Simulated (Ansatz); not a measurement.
# CH2BFS: a few dozen steps of dynamics

What does CH2BFS do in its first 15 fs at constant energy, with the temperature set to 500 K?

Computed with Ansatz 0.2.0, Gaussian basis. Level: PBE/6-31G* with D3(BJ) with three-body dispersion.

### Step 1. Structure used throughout

An earlier PBE0-D4 in a triple-zeta def2 set relaxation fixed the geometry.

SMILES `FC1BS1`, 6 atoms, charge 0, spin multiplicity 1.

Atoms are counted from 1 here; the program's logs count them from 0.

Bond lengths: F1–C2 1.363 Å, C2–B3 1.532 Å, C2–S4 1.844 Å, C2–H5 1.086 Å, B3–S4 1.739 Å, B3–H6 1.181 Å. Angles: F1–C2–B3 119.7°, F1–C2–S4 115.5°, F1–C2–H5 110.1°, B3–C2–S4 61.2°, B3–C2–H5 126.3°, S4–C2–H5 114.0°, C2–B3–S4 68.3°, C2–B3–H6 149.0°, S4–B3–H6 142.6°, C2–S4–B3 50.5°.

### Step 2. The run

The input, in.yaml:

```yaml
crystal:
  periodic: [false, false, false]
  atoms:
    - {symbol: F, position_ang: [0.493532, -0.613955, -1.552884]}
    - {symbol: C, position_ang: [-0.040960, 0.189046, -0.590288]}
    - {symbol: B, position_ang: [0.249822, -0.099787, 0.886234]}
    - {symbol: S, position_ang: [-1.361165, -0.580008, 0.442493]}
    - {symbol: H, position_ang: [-0.316209, 1.149032, -1.015732]}
    - {symbol: H, position_ang: [1.016979, -0.108328, 1.784078]}
basis:
  gaussian: {orbitals: "6-31G*"}
hamiltonian: {xc: {name: PBE}, dispersion: d3bjatm}
md: {timestep: 0.5 fs, n_steps: 30, ensemble: nve, temperature: 500, initial_velocities: maxwell_boltzmann, seed: 727}
```

Run with:

```
$ ansatz run in.yaml --threads 2 --pin off --events-out ev --progress --plain --max-ram 4352MiB
```

Output:

```text
Functional definition: PBE
  name "PBE"
  cite "Perdew, Burke & Ernzerhof, Phys. Rev. Lett. 77, 3865 (1996) doi:10.1103/PhysRevLett.77.3865"
  parent pbe
  parameter kappa = 0.804
  parameter beta = 0.06672455060314922
  exchange = pbe_x(kappa = kappa, mu = beta*pi^2/3)
  correlation = pbe_c(beta = beta)
730 factors; their error is unknown
mean field evaluation 1: about -15284.1062 eV, gradient 3.5e1 eV
mean field evaluation 2: about -15276.9341 eV, gradient 6.0e1 eV
mean field evaluation 4: about -15287.1356 eV, gradient 3.3e0 eV
mean field evaluation 8: about -15287.1132 eV, gradient 2.5e-1 eV
mean field evaluation 16: about -15287.1133 eV, gradient 3.0e-5 eV
mean field -15287.11327364 eV, -561.7910508288 hartree, gradient 3.0e-5 eV, S^2 0.000000; 0 other end points of the search recorded, 0 dependent functions left out
the calculation of the forces begins
reference -15287.11329656 eV, -561.7910516709 hartree; 19, 19 occupied and 49, 49 virtual orbitals, 730 factors
md step     0: t =     0.00 fs  T =   500.0 K  F+E_penalty+E_count = -15287.21895609 eV  E_kin = 0.258520 eV  conserved = -15286.96043609 eV  (26 SCF iters)
these checks for a lower state are left out or cut short: starts, cluster_reference, orbital_swaps, neighbouring_geometries, increment
730 factors; their error is unknown
mean field -15287.10751620 eV, -561.7908392468 hartree, gradient 1.7e-5 eV, S^2 0.000000; 0 other end points of the search recorded, 0 dependent functions left out
the calculation of the forces begins
reference -15287.10753913 eV, -561.7908400893 hartree; 19, 19 occupied and 49, 49 virtual orbitals, 730 factors
md step     1: t =     0.50 fs  T =   489.1 K  F+E_penalty+E_count = -15287.21312655 eV  E_kin = 0.252860 eV  conserved = -15286.96026623 eV  (30 SCF iters)
these checks for a lower state are left out or cut short: starts, cluster_reference, orbital_swaps, neighbouring_geometries, increment
730 factors; their error is unknown
mean field -15287.09117404 eV, -561.7902386835 hartree, gradient 1.7e-5 eV, S^2 0.000000; 0 other end points of the search recorded, 0 dependent functions left out
the calculation of the forces begins
reference -15287.09119698 eV, -561.7902395263 hartree; 19, 19 occupied and 49, 49 virtual orbitals, 730 factors
md step     2: t =     1.00 fs  T =   458.0 K  F+E_penalty+E_count = -15287.19671164 eV  E_kin = 0.236802 eV  conserved = -15286.95990971 eV  (31 SCF iters)
[... from here on, the SCF cycles and remarks between the steps are left out ...]
md step     3: t =     1.50 fs  T =   417.2 K  F+E_penalty+E_count = -15287.17520337 eV  E_kin = 0.215694 eV  conserved = -15286.95950908 eV  (31 SCF iters)
md step     4: t =     2.00 fs  T =   378.2 K  F+E_penalty+E_count = -15287.15478530 eV  E_kin = 0.195570 eV  conserved = -15286.95921560 eV  (30 SCF iters)
md step     5: t =     2.50 fs  T =   349.9 K  F+E_penalty+E_count = -15287.14003479 eV  E_kin = 0.180920 eV  conserved = -15286.95911443 eV  (31 SCF iters)
md step     6: t =     3.00 fs  T =   335.4 K  F+E_penalty+E_count = -15287.13259829 eV  E_kin = 0.173407 eV  conserved = -15286.95919131 eV  (31 SCF iters)
md step     7: t =     3.50 fs  T =   332.7 K  F+E_penalty+E_count = -15287.13136008 eV  E_kin = 0.172001 eV  conserved = -15286.95935928 eV  (31 SCF iters)
md step     8: t =     4.00 fs  T =   336.9 K  F+E_penalty+E_count = -15287.13371381 eV  E_kin = 0.174190 eV  conserved = -15286.95952418 eV  (31 SCF iters)
md step     9: t =     4.50 fs  T =   343.0 K  F+E_penalty+E_count = -15287.13699145 eV  E_kin = 0.177357 eV  conserved = -15286.95963448 eV  (31 SCF iters)
md step    10: t =     5.00 fs  T =   347.4 K  F+E_penalty+E_count = -15287.13929781 eV  E_kin = 0.179608 eV  conserved = -15286.95968937 eV  (31 SCF iters)
md step    11: t =     5.50 fs  T =   347.9 K  F+E_penalty+E_count = -15287.13959527 eV  E_kin = 0.179879 eV  conserved = -15286.95971601 eV  (31 SCF iters)
md step    12: t =     6.00 fs  T =   343.5 K  F+E_penalty+E_count = -15287.13735224 eV  E_kin = 0.177613 eV  conserved = -15286.95973938 eV  (31 SCF iters)
md step    13: t =     6.50 fs  T =   333.5 K  F+E_penalty+E_count = -15287.13219025 eV  E_kin = 0.172427 eV  conserved = -15286.95976374 eV  (31 SCF iters)
md step    14: t =     7.00 fs  T =   317.3 K  F+E_penalty+E_count = -15287.12381797 eV  E_kin = 0.164048 eV  conserved = -15286.95977023 eV  (31 SCF iters)
md step    15: t =     7.50 fs  T =   295.1 K  F+E_penalty+E_count = -15287.11230059 eV  E_kin = 0.152572 eV  conserved = -15286.95972815 eV  (31 SCF iters)
md step    16: t =     8.00 fs  T =   268.6 K  F+E_penalty+E_count = -15287.09848752 eV  E_kin = 0.138869 eV  conserved = -15286.95961813 eV  (48 SCF iters)
md step    17: t =     8.50 fs  T =   241.4 K  F+E_penalty+E_count = -15287.08425510 eV  E_kin = 0.124799 eV  conserved = -15286.95945618 eV  (31 SCF iters)
md step    18: t =     9.00 fs  T =   218.4 K  F+E_penalty+E_count = -15287.07221757 eV  E_kin = 0.112916 eV  conserved = -15286.95930158 eV  (31 SCF iters)
md step    19: t =     9.50 fs  T =   204.2 K  F+E_penalty+E_count = -15287.06481237 eV  E_kin = 0.105579 eV  conserved = -15286.95923376 eV  (32 SCF iters)
md step    20: t =    10.00 fs  T =   200.8 K  F+E_penalty+E_count = -15287.06313083 eV  E_kin = 0.103831 eV  conserved = -15286.95929967 eV  (32 SCF iters)
md step    21: t =    10.50 fs  T =   206.5 K  F+E_penalty+E_count = -15287.06624448 eV  E_kin = 0.106773 eV  conserved = -15286.95947171 eV  (32 SCF iters)
md step    22: t =    11.00 fs  T =   216.6 K  F+E_penalty+E_count = -15287.07162448 eV  E_kin = 0.111969 eV  conserved = -15286.95965559 eV  (32 SCF iters)
md step    23: t =    11.50 fs  T =   225.8 K  F+E_penalty+E_count = -15287.07652342 eV  E_kin = 0.116771 eV  conserved = -15286.95975228 eV  (32 SCF iters)
md step    24: t =    12.00 fs  T =   231.5 K  F+E_penalty+E_count = -15287.07941335 eV  E_kin = 0.119684 eV  conserved = -15286.95972977 eV  (32 SCF iters)
md step    25: t =    12.50 fs  T =   233.7 K  F+E_penalty+E_count = -15287.08046447 eV  E_kin = 0.120824 eV  conserved = -15286.95964048 eV  (31 SCF iters)
md step    26: t =    13.00 fs  T =   234.5 K  F+E_penalty+E_count = -15287.08080274 eV  E_kin = 0.121230 eV  conserved = -15286.95957283 eV  (31 SCF iters)
md step    27: t =    13.50 fs  T =   235.3 K  F+E_penalty+E_count = -15287.08125007 eV  E_kin = 0.121673 eV  conserved = -15286.95957730 eV  (31 SCF iters)
md step    28: t =    14.00 fs  T =   235.9 K  F+E_penalty+E_count = -15287.08159753 eV  E_kin = 0.121964 eV  conserved = -15286.95963378 eV  (31 SCF iters)
md step    29: t =    14.50 fs  T =   234.4 K  F+E_penalty+E_count = -15287.08089508 eV  E_kin = 0.121216 eV  conserved = -15286.95967875 eV  (30 SCF iters)
these checks for a lower state are left out or cut short: starts, cluster_reference, orbital_swaps, neighbouring_geometries, increment
730 factors; their error is unknown
mean field -15286.97383271 eV, -561.7859264689 hartree, gradient 2.0e-5 eV, S^2 0.000000; 0 other end points of the search recorded, 0 dependent functions left out
the calculation of the forces begins
reference -15286.97385590 eV, -561.7859273214 hartree; 19, 19 occupied and 49, 49 virtual orbitals, 730 factors
730 factors; their error is unknown
mean field evaluation 256: about -15287.0054 eV, gradient 2.8e0 eV
mean field -15286.97383271 eV, -561.7859264689 hartree, gradient 2.2e-5 eV, S^2 0.000000; 1 other end points of the search recorded, 0 dependent functions left out
the calculation of the forces begins
reference -15286.97385590 eV, -561.7859273214 hartree; 19, 19 occupied and 49, 49 virtual orbitals, 730 factors
md step    30: t =    15.00 fs  T =   229.6 K  F+E_penalty+E_count = -15287.07837960 eV  E_kin = 0.118720 eV  conserved = -15286.95965923 eV  (28 SCF iters)
Total energy: -15287.07840279 eV, -561.7897693487 hartree
Atom 0 at     0.471016    -0.632341    -1.607445 Å, force     0.033993     0.712599     0.796184 eV/Å
Atom 1 at     0.022025     0.217340    -0.593832 Å, force     0.079280    -0.960389     0.413029 eV/Å
Atom 2 at     0.246107    -0.049124     0.942937 Å, force     0.071305    -0.649905     0.585485 eV/Å
Atom 3 at    -1.366823    -0.597502     0.447704 Å, force     0.222458     0.475168    -0.153317 eV/Å
Atom 4 at    -0.231299     1.200921    -0.990540 Å, force    -0.137657     0.116243    -0.250980 eV/Å
Atom 5 at     0.825723    -0.137716     2.055627 Å, force    -0.269378     0.306285    -1.390402 eV/Å
Dipole moment:     0.025106     0.247785     0.100264 e Å
```

It took 26 s on 2 threads of Arm Neoverse V1, shared host.

### Step 3. Frames and traces

Every 2 steps, with energies from the start:

```tsv
time (fs)	T (K)	potential (meV)	conserved (meV)	B3–H6 (Å)
0.0	500	0.0	0.00	1.181
1.0	458	22.2	0.53	1.214
2.0	378	64.2	1.22	1.242
3.0	335	86.4	1.24	1.260
4.0	337	85.2	0.91	1.262
5.0	347	79.7	0.75	1.250
6.0	344	81.6	0.70	1.226
7.0	317	95.1	0.67	1.193
8.0	269	120.5	0.82	1.161
9.0	218	146.7	1.13	1.138
10.0	201	155.8	1.14	1.131
11.0	217	147.3	0.78	1.143
12.0	231	139.5	0.71	1.170
13.0	234	138.2	0.86	1.203
14.0	236	137.4	0.80	1.235
15.0	230	140.6	0.78	1.258
```

Positions (Å) and forces (eV/Å) at 15.0 fs:

```xyz
6

F     0.471   -0.632   -1.607    0.034    0.713    0.796
C     0.022    0.217   -0.594    0.079   -0.960    0.413
B     0.246   -0.049    0.943    0.071   -0.650    0.585
S    -1.367   -0.598    0.448    0.222    0.475   -0.153
H    -0.231    1.201   -0.991   -0.138    0.116   -0.251
H     0.826   -0.138    2.056   -0.269    0.306   -1.390
```

### Step 4. Summary of results

| quantity | value |
| --- | --- |
| length | 30 steps of 0.5 fs |
| temperature, first and last frame | 500, 230 K |
| temperature, second half | mean 232 K, from 201 to 295 K |
| swing of the potential | 156 meV |
| largest change of the conserved energy | 1.32 meV |
| range of B3–H6 | 1.131 to 1.263 Å |

From 500 K at the start the temperature swings between 201 and 500 K: with 6 atoms it has no steady value yet; starting near a minimum, about half of the kinetic energy flows into the potential. The conserved energy moves by 1.32 meV, 0.8 % of the potential's swing, so the step is short enough for this stretch. B3–H6 swings most, by 0.13 Å; no bond breaks. A run of 15 fs gives no averages.
